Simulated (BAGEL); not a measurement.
**Si2H5O2 (SMILES O[Si](O)[SiH3]) at UHF/3-21G (density fitting with qzvpp-jkfit)**

Aim: the vertical ionisation energy of Si2H5O2 at UHF/3-21G (density fitting with qzvpp-jkfit), from 2 runs. 

The results are computed with BAGEL 1.2.2.

3 further runs of the same task are left out: 2 that didn't finish, 1 set aside as unsound or not needed. Runs told in other sessions of the task aren't counted.

**1. Starting point**

Si2H5O2: 9 atoms, total charge 0, spin state doublet. As SMILES, `O[Si](O)[SiH3]`. The shape is that of a PBE0-D4/def2-TZVP optimisation. This is one conformer, not always the lowest.

Bond lengths: O1–Si2 1.659 Å, Si2–O3 1.645 Å, Si2–Si4 2.364 Å, O1–H5 0.959 Å, O3–H6 0.960 Å, Si4–H7 1.489 Å, Si4–H8 1.487 Å, Si4–H9 1.490 Å. Some angles: O1–Si2–O3 105.6°, O1–Si2–Si4 113.7°, O3–Si2–Si4 106.6°, Si2–O1–H5 116.8°, Si2–O3–H6 117.0°, Si2–Si4–H7 107.2°, Si2–Si4–H8 108.6°, Si2–Si4–H9 114.2°, H7–Si4–H8 108.5°, H7–Si4–H9 108.8°.

**2. The energy at UHF/3-21G (density fitting with qzvpp-jkfit)**

Contents of input.json:

```json
{ "bagel" : [

{
  "title" : "molecule",
  "basis" : "3-21g",
  "df_basis" : "qzvpp-jkfit",
  "angstrom" : true,
  "geometry" : [
    { "atom" : "O", "xyz" : [      -1.122100,       1.622400,      -0.267400 ] },
    { "atom" : "Si", "xyz" : [       0.024100,       0.532200,      -0.765800 ] },
    { "atom" : "O", "xyz" : [       1.473200,       1.273800,      -0.525800 ] },
    { "atom" : "Si", "xyz" : [       0.064300,      -1.456500,       0.512100 ] },
    { "atom" : "H", "xyz" : [      -2.020300,       1.474300,      -0.569100 ] },
    { "atom" : "H", "xyz" : [       1.506200,       2.222300,      -0.671000 ] },
    { "atom" : "H", "xyz" : [      -1.268600,      -2.103300,       0.362600 ] },
    { "atom" : "H", "xyz" : [       1.095600,      -2.365000,      -0.054900 ] },
    { "atom" : "H", "xyz" : [       0.336100,      -1.246500,       1.962200 ] }
  ]
},

{
  "title" : "uhf",
  "nopen" : 1
},

{
  "title" : "print",
  "file" : "orbitals.molden",
  "orbitals" : true
}

]}
```

The run is started by

```console
$ BAGEL_NUM_THREADS=1 BAGEL input.json > input.out
```

What it wrote:

```text
* using 1 threads per process

  ===============================================================
  ===============================================================

  *** Geometry ***

  { "atom" : "O", "xyz" : [     -2.120462,      3.065892,     -0.505313 ] },
  { "atom" : "Si", "xyz" : [      0.045542,      1.005712,     -1.447152 ] },
  { "atom" : "O", "xyz" : [      2.783945,      2.407133,     -0.993618 ] },
  { "atom" : "Si", "xyz" : [      0.121509,     -2.752386,      0.967729 ] },
  { "atom" : "H", "xyz" : [     -3.817814,      2.786023,     -1.075443 ] },
  { "atom" : "H", "xyz" : [      2.846305,      4.199538,     -1.268006 ] },
  { "atom" : "H", "xyz" : [     -2.397307,     -3.974661,      0.685215 ] },
  { "atom" : "H", "xyz" : [      2.070384,     -4.469202,     -0.103746 ] },
  { "atom" : "H", "xyz" : [      0.635137,     -2.355544,      3.708021 ] },

  Number of auxiliary basis functions:      500

  Since a DF basis is specified, we compute 2- and 3-index integrals:
    o Being stored without compression. Storage requirement is 0.012 GB

  Number of basis functions:       54
  Number of electrons      :       49

    * METHOD: MOLECULE                             0.21

  *** Open-shell HF ***

  === Nuclear Repulsion ===
   215.9347796763

      * DIIS with orbital gradients will be used.

  === UHF iteration (3-21g) ===
      0       -726.41743944          0.05805419           0.11
      1       -726.55493960          0.03491433           0.11
      2       -726.59638633          0.02144578           0.10
      3       -726.61800948          0.00106381           0.10
      4       -726.61849675          0.00034521           0.11
      5       -726.61857927          0.00014827           0.11
      6       -726.61859480          0.00006110           0.11
      7       -726.61859920          0.00002100           0.10
      8       -726.61860013          0.00000862           0.10
      9       -726.61860037          0.00000318           0.11
     10       -726.61860040          0.00000116           0.11
     11       -726.61860041          0.00000054           0.11
     12       -726.61860041          0.00000025           0.10
     13       -726.61860041          0.00000012           0.10
     14       -726.61860041          0.00000006           0.10
     15       -726.61860041          0.00000003           0.10
     16       -726.61860041          0.00000002           0.10
     17       -726.61860041          0.00000001           0.10
    * SCF iteration converged.

    * S^2 (UHF) is 0.7570

    * Permanent dipole moment:
           (    0.741813,    -0.251413,     0.690864) a.u.

    * METHOD: UHF                                  2.02

    * METHOD: PRINT                                0.01

  ===============================================================
```

Run time: 2.4 s. Hardware: 1 thread of Arm Neoverse V1, shared host.

**3. The singlet cation**

Contents of calc.json:

```json
{ "bagel" : [

{
  "title" : "molecule",
  "basis" : "3-21g",
  "df_basis" : "qzvpp-jkfit",
  "angstrom" : true,
  "geometry" : [
    { "atom" : "O", "xyz" : [   -1.122100,    1.622400,   -0.267400 ] },
    { "atom" : "Si", "xyz" : [    0.024100,    0.532200,   -0.765800 ] },
    { "atom" : "O", "xyz" : [    1.473200,    1.273800,   -0.525800 ] },
    { "atom" : "Si", "xyz" : [    0.064300,   -1.456500,    0.512100 ] },
    { "atom" : "H", "xyz" : [   -2.020300,    1.474300,   -0.569100 ] },
    { "atom" : "H", "xyz" : [    1.506200,    2.222300,   -0.671000 ] },
    { "atom" : "H", "xyz" : [   -1.268600,   -2.103300,    0.362600 ] },
    { "atom" : "H", "xyz" : [    1.095600,   -2.365000,   -0.054900 ] },
    { "atom" : "H", "xyz" : [    0.336100,   -1.246500,    1.962200 ] }
  ]
},
{
  "title" : "hf",
  "charge" : 1
},
{
  "title" : "print",
  "file" : "orbitals.molden",
  "orbitals" : true
}

]}
```

The run is started by

```console
$ BAGEL_NUM_THREADS=1 BAGEL calc.json > calc.out
```

What it wrote:

```text
* using 1 threads per process

  ===============================================================
  ===============================================================

  *** Geometry ***

  { "atom" : "O", "xyz" : [     -2.120462,      3.065892,     -0.505313 ] },
  { "atom" : "Si", "xyz" : [      0.045542,      1.005712,     -1.447152 ] },
  { "atom" : "O", "xyz" : [      2.783945,      2.407133,     -0.993618 ] },
  { "atom" : "Si", "xyz" : [      0.121509,     -2.752386,      0.967729 ] },
  { "atom" : "H", "xyz" : [     -3.817814,      2.786023,     -1.075443 ] },
  { "atom" : "H", "xyz" : [      2.846305,      4.199538,     -1.268006 ] },
  { "atom" : "H", "xyz" : [     -2.397307,     -3.974661,      0.685215 ] },
  { "atom" : "H", "xyz" : [      2.070384,     -4.469202,     -0.103746 ] },
  { "atom" : "H", "xyz" : [      0.635137,     -2.355544,      3.708021 ] },

  Number of auxiliary basis functions:      500

  Since a DF basis is specified, we compute 2- and 3-index integrals:
    o Being stored without compression. Storage requirement is 0.012 GB

  Number of basis functions:       54
  Number of electrons      :       49

    * METHOD: MOLECULE                             0.21

  *** RHF ***

  === Nuclear Repulsion ===
   215.9347796763

      * DIIS with orbital gradients will be used.

  === RHF iteration (3-21g) ===
      0       -726.14090137          0.02919788           0.05
      1       -726.27591673          0.02043510           0.05
      2       -726.35488993          0.00133175           0.05
      3       -726.35591469          0.00024098           0.05
      4       -726.35596174          0.00008592           0.05
      5       -726.35596804          0.00003698           0.05
      6       -726.35596871          0.00001570           0.05
      7       -726.35596887          0.00000489           0.04
      8       -726.35596890          0.00000151           0.04
      9       -726.35596890          0.00000080           0.05
     10       -726.35596890          0.00000024           0.05
     11       -726.35596890          0.00000006           0.05
     12       -726.35596890          0.00000002           0.05
     13       -726.35596890          0.00000001           0.05
    * SCF iteration converged.

    * Permanent dipole moment:
           (    0.899090,     0.066735,     1.177668) a.u.

    * METHOD: HF                                   0.77

    * METHOD: PRINT                                0.01

  ===============================================================
```

Run time: 1.1 s. Hardware: 1 thread of Arm Neoverse V1, shared host.

**4. Results**

Level: UHF/3-21G (density fitting with qzvpp-jkfit).

| quantity | value |
| --- | --- |
| doublet Si2H5O2: total energy | -726.61860 Eh |
| doublet Si2H5O2: dipole moment | 2.65 D |
| doublet Si2H5O2: ⟨S²⟩ | 0.757 |
| singlet cation: total energy | -726.35597 Eh |
| singlet cation: HOMO energy | -17.63 eV |
| singlet cation: LUMO energy | -6.33 eV |
| singlet cation: HOMO–LUMO gap | 11.30 eV |
| vertical ionisation energy (to the singlet cation) | 7.147 eV |

The vertical ionisation energy comes to 7.15 eV (165 kcal/mol).
